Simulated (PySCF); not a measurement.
# C5H10FN3Si: the cost of one run

Programs: PySCF 2.14.0, with routines of our own; each step states its level. All values are computed. Atoms count from 0.

## (1) The system as given

20 atoms, charge 0, multiplicity 1; geometry from: GFN2-xTB.

## (2) Magnetic properties: GIAO PBE0/pcSseg-1

The job: settings as JSON, then the geometry in Å.

```
{"job": {"kind": "mag", "xc": "PBE0", "basis": "pcSseg-1", "isotopologues": 0}, "charge": 0, "multiplicity": 1}
C     -1.481908    -0.535025     1.596189
Si    -0.828446    -0.152753    -0.147211
C     -0.923232    -1.617691    -1.347628
C     -1.517062     1.473008    -0.850776
N      0.925831     0.132746     0.062955
N      1.874473    -0.566014    -0.524258
C      3.017766    -0.048463    -0.116292
C      2.689896     1.003404     0.751556
F      3.516858     1.809824     1.403333
N      1.379331     1.094885     0.845994
H     -0.999800    -1.414249     2.015112
H     -1.289974     0.296105     2.268878
H     -2.551720    -0.717883     1.589462
H     -1.953527    -1.887568    -1.555919
H     -0.424593    -2.491817    -0.940425
H     -0.441818    -1.382759    -2.291847
H     -1.051416     1.720168    -1.801045
H     -2.588442     1.414003    -1.014039
H     -1.328528     2.296772    -0.168144
H      3.971164    -0.416015    -0.429838
```

With the program's defaults for keys left out, this is: GIAO PBE0/pcSseg-1 magnetisability, rotational g tensor and spin-rotation constants, non-relativistic, gas phase.

Run with:

```bash
> OMP_NUM_THREADS=1 python excited_run.py task.json out
```

The driver reads the jobs from task.json and runs them one after another.

**Question.** How long does this first job take on 1 thread of Intel Xeon at 2.50GHz, shared host, and how much memory does it need?

About 3.9 min, with a peak of 1.1 GiB.
